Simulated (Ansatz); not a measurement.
# Hf (Hafnium): how the settings move a single-point run

Question: which choices in the input matter for Hf (Hafnium)?

Method: reference: DFT, LDA, PAW with Ansatz's default frozen-core files, scalar-relativistic, in Ansatz 0.2.0.

**1. The starting structure**

It takes space group P6_3/mmc (No. 194, hexagonal). The conventional cell has a = 3.197 Å, b = 3.197 Å, c = 5.058 Å, α = 90.00°, β = 90.00°, γ = 120.00°. Hf (site symmetry -6m2) is surrounded by 12 Hf at 3.13 to 3.20 Å.

Structure file:

```xyz
2
Lattice="3.1967 0.0000 0.0000 -1.5983 2.7684 0.0000 0.0000 0.0000 5.0578" Properties=species:S:1:pos:R:3 pbc="T T T"
Hf    0.0000    1.8456    1.2645
Hf    1.5984    0.9228    3.7934
```

**2. The reference run**

The input, input.yaml:

```yaml
crystal:
  lattice:
    - [3.1967, 0.0, 0.0]
    - [-1.59835, 2.7684234083, 0.0]
    - [0.0, 0.0, 5.0578]
  atoms:
    - { symbol: Hf, position: [0.3333333333, 0.6666666667, 0.25], spin: 1.6 }
    - { symbol: Hf, position: [0.6666666667, 0.3333333333, 0.75], spin: 1.6 }
magnetization:
  spin_polarized: true
  initial_magnetization: 3.2
  spin_locking: { lock_magnetization: hard }
kpoints:
  mp_grid: { grid: [12, 12, 7] }
scf:
  occupations: { method: fermi_dirac, width: 0.05 }
  lower_state_search: "off"
hamiltonian:
  xc: lda
  pseudopotentials: { kind: paw }
output:
  forces: true
  stress: true
  eigenvalues: true
```

Command:

```
$ ansatz run input.yaml --threads 1 --pin off --max-ram 3072MiB --backend cpu --events-out ev --progress --plain --runs-dir out
```

**3. Changing settings: occupations.method methfessel_paxton, occupations.width 0.3**

input.yaml: that of step 2 with these lines changed.

```diff
@@ -15,3 +15,3 @@
 scf:
-  occupations: { method: fermi_dirac, width: 0.05 }
+  occupations: { method: methfessel_paxton, width: 0.3 }
   lower_state_search: "off"
@@ -24 +24,5 @@
   eigenvalues: true
+  write_density: true
+  write_potential: true
+  elf: true
+  volumetric_format: npy
```

**Question.** What will these runs give? Wanted: for each run, ending; energy change; pressure; abs. moment; force.

The runs gave:

| run | ending | energy change | pressure (GPa) | abs. moment (μB) | force (eV/Å) | cycles | time |
| --- | --- | --- | --- | --- | --- | --- | --- |
| reference | converged | 0 | -1.0 | 3.21 | 0.00 | 9 | 12 s |
| 1: occupations.method methfessel_paxton, occupations.width 0.3 | converged | -0.7 meV/atom (σ→0) | -1.1 | 3.21 | 0.00 | 9 | 16 s |

Times don't compare one to one where runs were asked for different outputs or read a saved state (see the inputs); cycles may leave out searches for a lower state.

Residual by cycle in the longest SCF loop of each run; runs are numbered as in the table. The quantity is the density residual dr2, in eV.

| cycle | reference | run 1 |
| --- | --- | --- |
| 1 | 0.358 | 0.359 |
| 2 | 0.22 | 0.22 |
| 3 | 0.023 | 0.023 |
| 4 | 0.00769 | 0.00775 |
| 5 | 0.00175 | 0.00176 |
| 6 | 2.4e-5 | 2.4e-5 |
| 7 | 1.2e-6 | 1.3e-6 |
| 8 | 1.3e-7 | 1.3e-7 |
| 9 | 1.0e-8 | 9.8e-9 |

What this shows: Changing the smearing moves the energy by -0.7 meV/atom (σ→0 values).
